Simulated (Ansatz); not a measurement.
# Cl2H3N2Nb, SMILES [NH]=[Nb]([NH2])([Cl])[Cl]: vertical spin-state energies

With Ansatz 0.2.0, Python API.

Notebook, run cell by cell (the value of a cell's last expression is shown):

```python
import ansatz as az
```

```python
geometry_ang = [
    ("N", (-1.3192, 1.1887, 0.8334)),
    ("Nb", (-0.3643, 0.221, -0.4387)),
    ("N", (0.5968, -1.3569, 0.5449)),
    ("Cl", (-1.7583, -0.6668, -2.1074)),
    ("Cl", (1.2656, 1.6374, -1.5031)),
    ("H", (-0.8916, 1.7093, 1.6085)),
    ("H", (1.3709, -0.9168, 1.1848)),
    ("H", (1.1922, -1.8729, -0.1783)),
]
mol = az.Crystal.molecule()
for symbol, xyz in geometry_ang:
    mol = mol.atom(symbol, xyz)
```

```python
calc = (
    mol.calculation()
    .basis(gaussian="def2-SVP")
    .functional("cam_b3lyp")
)
found = {}
for unpaired in [0, 2]:
    rep = calc.spin("collinear", total=unpaired).run(threads=1, pin="off").report
    s = unpaired / 2
    found[unpaired] = rep["free_energy_ev"]
    print(f"2S+1 = {unpaired + 1}: E = {found[unpaired]:.5f} eV, <S^2> = {abs(rep['mean_field']['state']['spin_squared']):.3f} (pure state {s * (s + 1):.2f})")
lowest = min(found, key=found.get)
for unpaired, e in found.items():
    print(f"multiplicity {unpaired + 1}: {(e - found[lowest]):.3f} eV above the lowest")
```

    2S+1 = 1: E = -29616.48161 eV, <S^2> = 0.000 (pure state 0.00)
    2S+1 = 3: E = -29613.87032 eV, <S^2> = 2.007 (pure state 2.00)
    multiplicity 1: 0.000 eV above the lowest
    multiplicity 3: 2.611 eV above the lowest

In order: multiplicity 1 (+0.00 eV) and multiplicity 3 (+2.61 eV), all at the one geometry.

Reading the output:
- These settings explore the input space; basis and method may be short of convergence.
- The geometry is a force-field or estimated start, not a minimum of this method, and the basis set is short of its limit. All parts are taken at fixed geometry, without zero-point energy.
- def2 sets replace the cores of elements past krypton by effective core potentials.
- Spin-orbit coupling, which mixes and shifts the spin states of heavy atoms, is left out.
- Wall time of the script: 59 s on 1 thread of Arm Neoverse V2, with other jobs on the host, peak memory 0.53 GiB.

(Lines on the test bed's own set-up are left out of the output.)
